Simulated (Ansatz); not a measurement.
**SiCl2OF (SMILES [O][Si](F)(Cl)Cl) at UMP2/cc-pVDZ**

Aim: the energy change on altering one bond length of SiCl2OF at UMP2/cc-pVDZ, from 2 runs. 

Program for the calculation: Ansatz 0.2.0.

73 further runs of the same task are left out: 9 that didn't finish, 64 set aside as unsound or not needed.

## (1) The structure to begin with

SiCl2OF has 5 atoms, charge 0, and is taken as a doublet. As SMILES, `[O][Si](F)(Cl)Cl`. The coordinates come from a PBE0-D4/def2-TZVP relaxation.

Bond lengths: O1–Si2 1.643 Å, Si2–F3 1.574 Å, Si2–Cl4 2.012 Å, Si2–Cl5 2.011 Å. Angles: O1–Si2–F3 113.3°, O1–Si2–Cl4 105.6°, O1–Si2–Cl5 107.2°, F3–Si2–Cl4 108.3°, F3–Si2–Cl5 107.9°, Cl4–Si2–Cl5 114.8°.

## (2) A single-point energy at UMP2/cc-pVDZ

The input, run.yaml:

```yaml
crystal:
  periodic: [false, false, false]
  atoms:
    - {symbol: O, position_ang: [1.205200, -1.120900, 0.351000]}
    - {symbol: Si, position_ang: [0.002000, -0.037300, 0.071900]}
    - {symbol: F, position_ang: [-0.944500, 0.175500, 1.311100]}
    - {symbol: Cl, position_ang: [-1.088600, -0.815800, -1.428500]}
    - {symbol: Cl, position_ang: [0.875700, 1.725000, -0.347000]}
basis:
  gaussian:
    orbitals: cc-pVDZ
magnetization:
  spin_polarized: true
  initial_magnetization: 1
correlation:
  method: mp2
  frozen_orbitals: {Cl: 5, F: 1, O: 1, Si: 5}
accuracy: high
```

On the command line:

```console
$ ansatz run run.yaml --threads 1 --pin off --max-ram 3480MiB --events-out events.jsonl --progress --plain --runs-dir runs
```

The program printed:

```text
Warning: RAYON_NUM_THREADS=1 ignored (pool sized by the plan → 1); use --threads N
Functional definition: HF
  name "HF"
  exchange = exact_x
  correlation = 0
1763 factors; integrals over basis functions are off by at most 3.0e-9 eV
mean field evaluation 1: about -37608.7279 eV, gradient 3.2e1 eV
mean field evaluation 2: about -37608.7842 eV, gradient 3.3e1 eV
mean field evaluation 4: about -37615.9481 eV, gradient 7.3e0 eV
mean field evaluation 8: about -37616.8713 eV, gradient 5.3e-1 eV
mean field evaluation 16: about -37616.8754 eV, gradient 2.5e-6 eV
mean field evaluation 32: about -37616.8717 eV, gradient 5.8e-2 eV
mean field evaluation 64: about -37615.8701 eV, gradient 7.3e0 eV
mean field -37616.87538858 eV, -1382.3946728965 hartree, gradient 5.8e-8 eV, S^2 0.755180; 4 other end points of the search recorded, 0 dependent functions left out
17 core orbitals not correlated: weight in the atoms' cores, before any rotation towards them, 1.000 or more for the frozen orbitals, at most 0.000 for the correlated occupied ones
reference -37616.87538858 eV, -1382.3946728965 hartree; 16, 15 occupied and 49, 50 virtual orbitals, 1763 factors
second order -18.38087422 eV of doubles, -0.00000000 eV of singles
Total energy: -37635.25626281 eV, -1383.0701575652 hartree
```

It took 11 s on 1 thread of Arm Neoverse V2, shared host; peak memory 0.47 GiB.

## (3) The distorted shape, same level

The input, job.yaml:

```yaml
crystal:
  periodic: [false, false, false]
  atoms:
    - symbol: O
      position_ang: [2.513923, -0.186698, 2.151484]
    - symbol: Si
      position_ang: [1.310723, 0.896902, 1.872384]
    - symbol: F
      position_ang: [0.364223, 1.109702, 3.111584]
    - symbol: Cl
      position_ang: [-1.088600, -0.815800, -1.428500]
    - symbol: Cl
      position_ang: [2.184423, 2.659202, 1.453484]
basis:
  gaussian:
    orbitals: cc-pVDZ
correlation:
  method: mp2
  frozen_orbitals: {Cl: 5, F: 1, O: 1, Si: 5}
magnetization:
  spin_polarized: true
  initial_magnetization: 1
accuracy: high
```

On the command line:

```console
$ ansatz run job.yaml --threads 1 --pin off --max-ram 3480MiB --events-out events.jsonl --progress --plain --runs-dir runs
```

The program printed (excerpt; [...] marks lines left out):

```text
Warning: RAYON_NUM_THREADS=1 ignored (pool sized by the plan → 1); use --threads N
[... 2 set-up lines as earlier in the session ...]
[...]
1680 factors; integrals over basis functions are off by at most 3.3e-9 eV
[...]
mean field -37613.51303680 eV, -1382.2711087477 hartree, gradient 4.0e-10 eV, S^2 1.605819; 16 other end points of the search recorded, 0 dependent functions left out
17 core orbitals not correlated: weight in the atoms' cores, before any rotation towards them, 1.000 or more for the frozen orbitals, at most 0.000 for the correlated occupied ones
reference -37613.51303680 eV, -1382.2711087477 hartree; 16, 15 occupied and 49, 50 virtual orbitals, 1680 factors
second order -17.55989642 eV of doubles, -0.00000000 eV of singles
Total energy: -37631.07293323 eV, -1382.9164230388 hartree
```

It took 88 s on 1 thread of Arm Neoverse V2, shared host; peak memory 0.48 GiB.

## (4) Outcome

Level: UMP2/cc-pVDZ, 17 core orbitals frozen.

| quantity | value |
| --- | --- |
| first shape: total energy | -1383.07016 Eh |
| first shape: correlation energy (17 core orbitals frozen) | -675.5 mEh |
| first shape: ⟨S²⟩ of the reference determinant | 0.755 |
| distorted shape: total energy | -1382.91642 Eh |
| distorted shape: correlation energy (17 core orbitals frozen) | -645.3 mEh |
| distorted shape: ⟨S²⟩ of the reference determinant | 1.606 |
| energy change with the Si2–Cl4 bond stretched from 2.012 to 4.426 Å | 4.183 eV |

**Reading.** With the Si2–Cl4 bond stretched from 2.012 to 4.426 Å the energy rises by 4.18 eV (404 kJ/mol). The first shape isn't relaxed at this level, so the change isn't measured from a minimum. ⟨S²⟩ (distorted shape) is 1.61 where a pure doublet has 0.75: the reference is spin-contaminated.
